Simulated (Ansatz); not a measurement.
# F3H3SSi: the cost of one run

The runs use Ansatz 0.2.0, Gaussian basis; PBE0-D4, def2-SVP first, then def2-TZVP.

152 further runs of the same task are left out: 152 set aside as unsound or not needed.

## 1. The starting structure

The guess: 8 atoms, charge 0, spin multiplicity 1.

Atoms are counted from 1 here; the program's logs count them from 0.

Bond lengths: Si1–F3 1.580 Å, Si1–F4 1.604 Å, Si1–H5 1.427 Å, Si1–S7 2.253 Å, H6–S7 1.585 Å, S7–H8 1.331 Å. Angles: F3–Si1–F4 99.5°, F3–Si1–H5 125.4°, F3–Si1–S7 106.2°, F4–Si1–H5 105.1°, F4–Si1–S7 101.0°, H5–Si1–S7 115.5°, Si1–S7–H6 72.1°, Si1–S7–H8 95.0°, H6–S7–H8 92.9°.

As a file:

```
atom    x (Å)    y (Å)    z (Å)
 Si1  -0.6107   0.1912  -0.5072
  F2   1.4533  -0.6852  -0.7460
  F3  -1.0425  -1.1564  -1.2102
  F4  -2.0583   0.7644  -0.1231
  H5   0.0621   1.2773  -1.1427
  H6   1.2602  -0.7994   0.4466
  S7   0.1760  -0.3824   1.5248
  H8   0.7600   0.7906   1.7578
```

Distances that are to change: Si1–S7 2.25 Å, F2–H6 1.21 Å, Si1–F2 2.26 Å, H6–S7 1.58 Å.

## 2. Constrained relaxation of the guess

hold/in.yaml

```yaml
crystal:
  periodic: [false, false, false]
  atoms:
    - {symbol: Si, position_ang: [-0.610700, 0.191200, -0.507200]}
    - {symbol: F, position_ang: [1.453300, -0.685200, -0.746000]}
    - {symbol: F, position_ang: [-1.042500, -1.156400, -1.210200]}
    - {symbol: F, position_ang: [-2.058300, 0.764400, -0.123100]}
    - {symbol: H, position_ang: [0.062100, 1.277300, -1.142700]}
    - {symbol: H, position_ang: [1.260200, -0.799400, 0.446600]}
    - {symbol: S, position_ang: [0.176000, -0.382400, 1.524800]}
    - {symbol: H, position_ang: [0.760000, 0.790600, 1.757800]}
basis:
  gaussian: {orbitals: def2-SVP}
hamiltonian: {xc: pbe0, dispersion: d4}
relax: {f_tol: 0.04, max_steps: 150, escape_saddle: false, constraints: [{distance: [0, 6]}, {distance: [1, 5]}, {distance: [0, 1]}, {distance: [5, 6]}]}
```

Started as:

```bash
> ansatz run in.yaml --threads 4 --pin off --events-out ev --progress --plain --max-ram 9574MiB
```

**Question.** How long does this run take on 4 threads of Arm Neoverse V2, shared host?

About 7.5 s.
